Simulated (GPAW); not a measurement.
A run of GPAW 26.7.0 is set up as follows.

File run.py:

```python
from ase.dft.bandgap import bandgap
from ase.io import read, write
from ase.units import GPa
from gpaw import GPAW, PW

atoms = read('POSCAR')

calc = GPAW(mode=PW(600),
            xc='PBE',
            kpts={'size': (7, 7, 7), 'gamma': True},
            occupations={'name': 'methfessel-paxton', 'order': 0, 'width': 0.014},
            nbands=38,
            convergence={'density': 1e-05, 'energy': 1e-05},
            maxiter=150,
            txt='gpaw.txt')
atoms.calc = calc
energy = atoms.get_potential_energy()
forces = atoms.get_forces()
stress = atoms.get_stress()
calc.write('gs.gpw')
write('result.traj', atoms)
print(f'Energy: {energy:.6f} eV')
print('Forces (eV/A):')
print(forces.round(4))
print('Stress (GPa):', (stress / GPa).round(3))
print('Fermi level:', round(calc.get_fermi_level(), 4), 'eV')
print(f'Gap: {bandgap(calc)[0]:.4f} eV, direct: {bandgap(calc, direct=True)[0]:.4f} eV')
```

The input POSCAR:

```
TiSi2
1.0
    0.0000000000      4.1175163063      4.2628978354
    2.3895119538      0.0000000000      4.2628978354
    2.3895119538      4.1175163063      0.0000000000
Ti Si
2 4
Direct
    0.7500000000      0.7500000000      0.7500000000
    0.5000000000      0.5000000000      0.5000000000
    0.4125656100      0.0874343900      0.4125656100
    0.0874343900      0.4125656100      0.0874343900
    0.1625656100      0.8374343900      0.1625656100
    0.8374343900      0.1625656100      0.8374343900
```

Potentials or basis: GPAW PAW data sets (gpaw-data 1.2.1), pw.

Command:

```bash
$ OMP_NUM_THREADS=1 python run.py
```

(1) What does it give for the pressure?

(2) Predict the largest force.

(3) What does it give for the band gap on the k mesh?

## Answers

(1) 2.4 GPa.

(2) 0.012 eV/Å.

(3) none (metal or under the smearing width).
